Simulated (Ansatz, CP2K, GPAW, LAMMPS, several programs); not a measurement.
**Many methods on one cell: LiF (Fm-3m)**

A 2-atom cell of LiF started from a crystallographic database, relaxed with r2SCAN in Ansatz, was computed with several methods. The symmetry is Fm-3m (No. 225, cubic); a = 3.990 Å in the conventional setting, 7.94 Å³ an atom. Li has 6 F at 1.99 Å; F has 6 Li at 1.99 Å. (Simulation; spin polarisation is off.)

```
CELL_PARAMETERS angstrom
0.00000 1.99487 1.99487
1.99487 0.00000 1.99487
1.99487 1.99487 0.00000
ATOMIC_POSITIONS crystal
Li 0.00000 0.00000 0.00000
F 0.50000 0.50000 0.50000
```

Gaps and times are for a single point on this cell; volume and bulk modulus come from each method's own relaxation or energy curve at fixed shape. Times are rough, from shared hosts (Arm Neoverse V2), and each method has its own mesh and cell size. Gaps from k meshes are read at a limited set of points (mesh, symmetry points, PBE's band edges), so each method's own least gap may be somewhat smaller. Force fields have no electrons; where one was fitted to this phase, its volume and modulus reflect the fit. Minimal bases can be far off for gaps. GLLB-SC's gap includes the derivative discontinuity. d marks a direct gap, i an indirect one (no mark: not told apart), a dash a value that wasn't computed or didn't pass its checks.

```json
{"method": "ffield.eim (LAMMPS)", "kind": "force field", "gap (eV)": "–", "own volume (Å³/atom)": "–", "bulk modulus (GPa)": "–", "atoms computed": "2", "processor time": "0.17 s"}
{"method": "light PBE (260 eV, its own mesh)", "kind": "light plane-wave", "gap (eV)": "9.36 i", "own volume (Å³/atom)": "–", "bulk modulus (GPa)": "–", "atoms computed": "2", "processor time": "0.41 s"}
{"method": "PBE", "kind": "semilocal", "gap (eV)": "9.35 d", "own volume (Å³/atom)": "8.41", "bulk modulus (GPa)": "68", "atoms computed": "2", "processor time": "0.8 s"}
{"method": "r2SCAN", "kind": "semilocal", "gap (eV)": "10.33 d", "own volume (Å³/atom)": "7.94", "bulk modulus (GPa)": "77", "atoms computed": "2", "processor time": "1.8 s"}
{"method": "GLLB-SC (GPAW)", "kind": "model potential", "gap (eV)": "14.98", "own volume (Å³/atom)": "–", "bulk modulus (GPa)": "–", "atoms computed": "2", "processor time": "4.1 s"}
{"method": "PBE/single zeta (GPAW)", "kind": "small basis", "gap (eV)": "7.21 d", "own volume (Å³/atom)": "–", "bulk modulus (GPa)": "–", "atoms computed": "2", "processor time": "4.4 s"}
{"method": "PBE/SZV (CP2K)", "kind": "small basis", "gap (eV)": "7.50 d", "own volume (Å³/atom)": "–", "bulk modulus (GPa)": "–", "atoms computed": "2", "processor time": "19 s"}
{"method": "PBE/DZVP (CP2K)", "kind": "small basis", "gap (eV)": "9.31 d", "own volume (Å³/atom)": "8.54", "bulk modulus (GPa)": "60", "atoms computed": "2", "processor time": "41 s"}
```

Against r2SCAN (10.33 eV) the nearest gap at the points sampled is that of light PBE (260 eV, its own mesh) (-0.97 eV) and the farthest that of GLLB-SC (GPAW) (+4.65 eV). r2SCAN is only a yardstick of convenience: semilocal gaps usually lie below measured ones, which GLLB-SC and hybrids aim to mend.

Volumes against r2SCAN's: PBE +5.9 %, PBE/DZVP (CP2K) +7.5 %.
